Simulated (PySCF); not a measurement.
# BFH2: the cost of one run

Computed with PySCF 2.14.0; each step states its level. No surroundings beyond the atoms listed, unless a continuum is named. Atoms count from 0, parts from 1.

## Step 1: Starting point

Each species was relaxed by itself at PBE0-D3(BJ)/def2-SVPD.

## Step 2: Energies of the species: wB97M-D3(BJ)/def2-TZVPD

The job: settings as JSON, then the geometry in Å.

```
{"job": {"kind": "react", "xc": "wB97M-D3(BJ)", "basis": "def2-TZVPD"}, "charge": 0, "multiplicity": 1}
-1 BBrH2 charge 0 multiplicity 1
B      0.006820    -0.102230     0.175840
Br     0.196980     0.802550    -1.476560
H     -0.021430     0.559720     1.175740
H     -0.077690    -1.298580     0.152940

-1 FH charge 0 multiplicity 1
F      0.457770     0.013780    -0.044050
H     -0.457770    -0.013780     0.044050

+1 BFH2 charge 0 multiplicity 1
B      0.008530    -0.008870     0.050090
F     -0.257330     0.210930    -1.227080
H      0.101300    -1.155520     0.411240
H      0.140290     0.951430     0.767070

+1 BrH charge 0 multiplicity 1
Br     0.715030    -0.003940     0.009840
H     -0.708540     0.007350    -0.009970
```

Level: wB97M-D3(BJ)/def2-TZVPD reaction energy of separated species, gas phase.

Run with:

```bash
$ OMP_NUM_THREADS=1 python cluster_run.py task.json out
```

This one command runs all jobs of the session in turn.

**Question.** How long does this first job take on 1 thread of Arm Neoverse V2, shared host, and how much memory does it need?

About 5.6 s, with a peak of 0.42 GiB.
